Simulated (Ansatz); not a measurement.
**K2IF (ordered alloy on rocksalt lattice): the dielectric function from several functionals**

Aim: the dielectric function of K2IF (ordered alloy on rocksalt lattice) in the independent-particle picture, and how it depends on the functional and on the gap. Plan: HSE06 for the gap; optics with PBE on 6×6×6; optics with r2SCAN on 6×6×6; optics with LDA on 6×6×6; optics with PBE and scissors to the HSE06 gap on 6×6×6; optics with PBE with spin-orbit coupling on 4×4×4.

Program: Ansatz 0.2.0. Level of theory: plane waves, PAW; no local fields, no excitons. These are calculated values, not measurements.

3 further runs of the same task are left out: 3 that didn't finish.

**1. The structure to begin with**

The structure is trigonal, space group R-3m (No. 166). The conventional cell has a = 4.337 Å, b = 4.337 Å, c = 21.918 Å, α = 90.00°, β = 90.00°, γ = 120.00°. F (site symmetry -3m) is surrounded by 6 K at 2.84 Å. I (site symmetry -3m) has 6 K at 3.41 Å as nearest neighbours. K (site symmetry 3m) has 3 F at 2.84 Å and 3 I at 3.41 Å as nearest neighbours.

As a file:

```
CELL_PARAMETERS angstrom
2.16868 1.25209 7.30610
-2.16868 1.25209 7.30610
0.00000 -2.50417 7.30610
ATOMIC_POSITIONS crystal
F 0.00000 0.00000 0.00000
I 0.50000 0.50000 0.50000
K 0.27250 0.27250 0.27250
K 0.72750 0.72750 0.72750
```

The cell was relaxed beforehand with r2SCAN; those runs aren't shown. Spin-orbit coupling, which matters for I, is in the runs so named alone.

**2. The gap to aim at**

input.yaml reads:

```yaml
crystal:
  lattice:
    - [2.1686786565, 1.2520872062, 7.3061005202]
    - [-2.1686786565, 1.2520872062, 7.3061005202]
    - [0.0, -2.5041744121, 7.3061005202]
  atoms:
    - { symbol: F, position: [1.0, 0.0, 0.0] }
    - { symbol: I, position: [0.5, 0.5, 0.5] }
    - { symbol: K, position: [0.272499629, 0.272499629, 0.272499629] }
    - { symbol: K, position: [0.727500371, 0.727500371, 0.727500371] }
kpoints:
  mp_grid: { grid: [4, 4, 4] }
  band_path:
    path:
      - [0.0, 0.0, 0.0]
      - [0.5, 0.5, 0.5]
      - [0.8137536073, 0.1862463927, 0.5]
      - [0.5, -0.1862463927, 0.1862463927]
      - [0.5, 0.0, 0.0]
      - [0.3431231963, -0.3431231963, 0.0]
      - [0.6568768037, 0.0, 0.3431231963]
      - [0.5, 0.0, 0.5]
    npoints: 1
hamiltonian:
  xc: hse06
scf:
  occupations: { method: fixed }
  n_extra_bands: 5
output:
  forces: true
  stress: true
  eigenvalues: true
```

Launch:

```sh
> ansatz run input.yaml --threads 4 --pin off --max-ram 3686MiB --backend cpu --events-out ev --progress --plain --runs-dir out
```

After this run come: Optics, PBE; Optics, r2SCAN; Optics, LDA; Optics, PBE with a scissors shift; Optics, PBE with spin-orbit coupling.

Q: Predict the results of all the runs planned. Wanted: ε∞, PBE; ε∞, r2SCAN; ε∞, LDA; ε∞, PBE with spin-orbit coupling; tallest peak of ε₂, PBE; tallest peak of ε₂, r2SCAN; tallest peak of ε₂, LDA; tallest peak of ε₂, PBE with spin-orbit coupling; HSE06 direct gap.

**Answer**, as computed:

| quantity | value |
| --- | --- |
| ε∞, PBE | 2.99 (xx, yy), 3.12 (zz) |
| ε∞, r2SCAN | 2.77 (xx, yy), 2.91 (zz) |
| ε∞, LDA | 3.11 (xx, yy), 3.26 (zz) |
| ε∞, PBE + 1.03 eV scissors | 2.77 (xx, yy), 2.88 (zz) |
| ε∞, PBE with spin-orbit coupling | 2.81 (xx, yy), 2.94 (zz) |
| tallest peak of ε₂, PBE | 5.8 at 6.10 eV |
| tallest peak of ε₂, r2SCAN | 5.5 at 6.65 eV |
| tallest peak of ε₂, LDA | 6.2 at 5.85 eV |
| tallest peak of ε₂, PBE + 1.03 eV scissors | 5.8 at 7.15 eV |
| tallest peak of ε₂, PBE with spin-orbit coupling | 5.2 at 6.05 eV (complete to 10.5 eV) |
| HSE06 direct gap | 4.13 eV |

**Reading.** PBE + 1.03 eV scissors has the widest direct gap (4.13 eV) and LDA the narrowest (2.69 eV); ε∞ is 2.81 and 3.16 (mean of the axes). Spin-orbit coupling moves the direct gap by -0.34 eV; ε∞ doesn't compare between these two runs, as the bands summed differ. The meshes differ between the runs, and peak heights and places move with the mesh, so part of any difference isn't the level's. The response is anisotropic: with PBE ε∞ is 2.99 (xx, yy), 3.12 (zz). Local fields and excitons are left out: both change ε∞, and without excitons the onset lacks its lines.
